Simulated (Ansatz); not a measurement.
**TiH (quartet): wave-function methods side by side at distance Ti1–H2 = 5.850 Å, def2-TZVP**

Aim: climb from Hartree-Fock through coupled cluster and multireference methods for TiH (quartet) at one geometry and basis, and see what each rung misses.

Method: def2-TZVP, core rule «outside noble gas», up to 9 orbitals frozen; program: Ansatz 0.2.0, Gaussian basis.

Plan: UHF; CCSD(T) on ROHF; CCSD(T) on UHF; CISD as a restricted active space (open shells left free, so some higher excitations enter); CCSDT(Q) on ROHF; CCSDT(Q) on UHF; CASSCF and MRCISD+Q, 5 electrons in 5 orbitals; CASSCF and NEVPT2, 5 electrons in 5 orbitals; Full CI.

47 further runs of the same task are left out: 33 for a known fault of the program, 12 that didn't finish, 2 set aside as unsound or not needed. Runs told in other sessions of the task aren't counted.

## (1) The geometry

The geometry derives from a PBE0/def2-TZVP stationary point (not a proven minimum). One bond is set to the value named and the two fragments are kept rigid.

2 atoms, charge 0, spin multiplicity 4.

Atoms are counted from 1 here; the program's logs count them from 0.

No contacts short enough for the rule that draws bonds.

## (2) UHF

Input file in.yaml:

```yaml
crystal:
  periodic: [false, false, false]
  atoms:
    - {symbol: Ti, position_ang: [0.000000, 0.000000, 0.000000]}
    - {symbol: H, position_ang: [0.000000, 0.000000, 5.850000]}
basis:
  gaussian: {orbitals: def2-TZVP}
magnetization: {spin_polarized: true, initial_magnetization: 3}
hamiltonian: {xc: hf}
output: {orbitals: {seedname: orbitals}}
```

On the command line:

```bash
ansatz run in.yaml --threads 1 --pin off --events-out ev --progress --plain --max-ram 2393MiB
```

After this run come: CCSD(T) on ROHF; CCSD(T) on UHF; CISD as a restricted active space (open shells left free, so some higher excitations enter); CCSDT(Q) on ROHF; CCSDT(Q) on UHF; CASSCF and MRCISD+Q, 5 electrons in 5 orbitals; CASSCF and NEVPT2, 5 electrons in 5 orbitals; Full CI.

Q: Predict the results of all the runs planned. Wanted: FCI from the RHF energy; RMP2 from FCI; UMP2 from FCI; RCCSD from FCI; RCCSD(T) from FCI; UCCSD(T) from FCI; RCCSDT(Q) from FCI; UCCSDT(Q) from FCI; NEVPT2 pair from FCI.

The runs gave:

| quantity | value |
| --- | --- |
| FCI from the ROHF energy | -1.3569 eV |
| RMP2 from FCI | +9.32 kcal/mol |
| UMP2 from FCI | +7.73 kcal/mol |
| RCCSD from FCI | +1.25 kcal/mol |
| RCCSD(T) from FCI | +0.42 kcal/mol |
| UCCSD(T) from FCI | -1.14 kcal/mol |
| RCCSDT(Q) from FCI | +0.01 kcal/mol |
| UCCSDT(Q) from FCI | -1.54 kcal/mol |
| NEVPT2 pair from FCI | +10.73 kcal/mol |
| MRCISD+Q pair from FCI | +0.18 kcal/mol |
| levels within 1 kcal/mol (43 meV) | UCCSD, RCCSD(T), RCCSDT, RCCSDT(Q), MRCISD+Q pair |
| T1 diagnostic | 0.023 |
| effectively unpaired electrons | 3.09 |

RCCSD(T) lands +0.42 kcal/mol from the yardstick (1.3 % of the correlation energy). CCSD(T) misses by +0.42 kcal/mol on the restricted determinant and by -1.14 kcal/mol on the unrestricted one; the two need not hold the same state or core. UCCSD, UCCSD(T), UCCSDT, UCCSDT(Q) fall below full CI: unrestricted runs freeze a spin-polarised core, another one than full CI's, and coupled cluster isn't variational. One determinant dominates. Of the multireference levels listed MRCISD+Q pair comes nearest in total energy (+0.18 kcal/mol), which doesn't show that its space is the better one. These misses are within one basis, not against nature; the frozen cores of restricted and unrestricted runs differ, which can shift their rows.

Levels on UHF freeze UHF's core orbitals, full CI those of ROHF, so the U rows can settle a little off it for that reason alone.

With open shells the CI space here admits some higher excitations, so it is larger than plain CISD.
